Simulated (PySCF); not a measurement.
# InN+: from the state search to spectroscopic constants

One job finds the state of InN+, follows it along the bond with each method and fits the curves.

Computed with PySCF 2.14.0. Level: In cc-pVDZ-PP with ECP28, N cc-pVDZ, scalar-relativistic core potentials.

### 1 Input

A driver script around PySCF takes these settings:

```yaml
atoms: In, N
charge: 1
basis: In cc-pVDZ-PP with ECP28, N cc-pVDZ
Hamiltonian: scalar-relativistic core potentials
basis_functions: 37
electrons_treated: 27
masses_in_u: 114.9039, 14.0031
levels: PBE0, PBE, r²SCAN, MN15, BP86, PBEsol, HSE06, HF, MP2, SCS-MP2, CCSD, CCSD(T)
grid: 80 radial by 434 angular points
occupations: held fixed by the projection of orbital angular momentum
dissociation_limit: In+ + N, each in its ground configuration
starting_distance_in_angstrom: 2.145
values_of_2S_to_try: 1, 3
```

Launch:

```
$ OMP_NUM_THREADS=1 python dia.py task.json out
```

Further steps of the session: PBE0 along the bond; Other states along the same grid; PBE (GGA); r²SCAN (meta-GGA); MN15 (hybrid meta-GGA); BP86 (GGA); PBEsol (GGA); HSE06 (range-separated hybrid); UHF; MP2 and coupled cluster.

**Question.** What will these runs give? Wanted: for each run, Re; ωe; De; μ.

The runs gave:

Lowest PBE0 solution found, without spin–orbit coupling: ⁴Σ⁻ (quartet), unpaired electrons σ ↑, π ↑↑. State 3 has its PBE0 minimum 1.17 eV higher, as a spin-mixed determinant (⟨S²⟩ = 1.76), so this is no gap between pure states. The other levels ran on the lowest alone.

```csv
level,Re (Å),ωe (cm⁻¹),De (eV),μ (D)
UHF,3.548,55.8,0.046,-1.34
UHF-MP2,3.239,77.4,0.085,n/a
UHF-SCS-MP2,3.304,72.5,0.074,n/a
UHF-CCSD,3.243,76.8,0.086,n/a
UHF-CCSD(T),3.199,80.2,0.093,n/a
PBE,2.708,134.8,0.256,-0.20
PBEsol,2.596,162.8,0.316,-0.10
BP86,2.692,137.1,0.231,-0.18
r²SCAN,2.762,126.0,0.189,-0.22
PBE0,2.859,113.9,0.169,-0.43
HSE06,2.833,119.2,0.180,-0.38
MN15,2.836,132.1,0.219,-0.31
```

De is counted to In+ + N in their ground configurations. A positive dipole points from In to N; in an ion it is taken about the centre of mass and does not tell which atom is negative.

Bond lengths run from 2.596 Å (PBEsol) to 3.548 Å (UHF). CCSD(T) can't serve as the judge here: for a weak bond in this basis it is far from its limit. Among the levels with a De in the table, it runs from 0.046 eV (UHF) to 0.316 eV (PBEsol).

Correlated steps freeze 5 core orbitals. These are scalar-relativistic numbers at best; spin–orbit coupling would shift them, the dissociation energy most. The bond is weak, and basis-set superposition, which was not computed, may be a sizeable part of it.
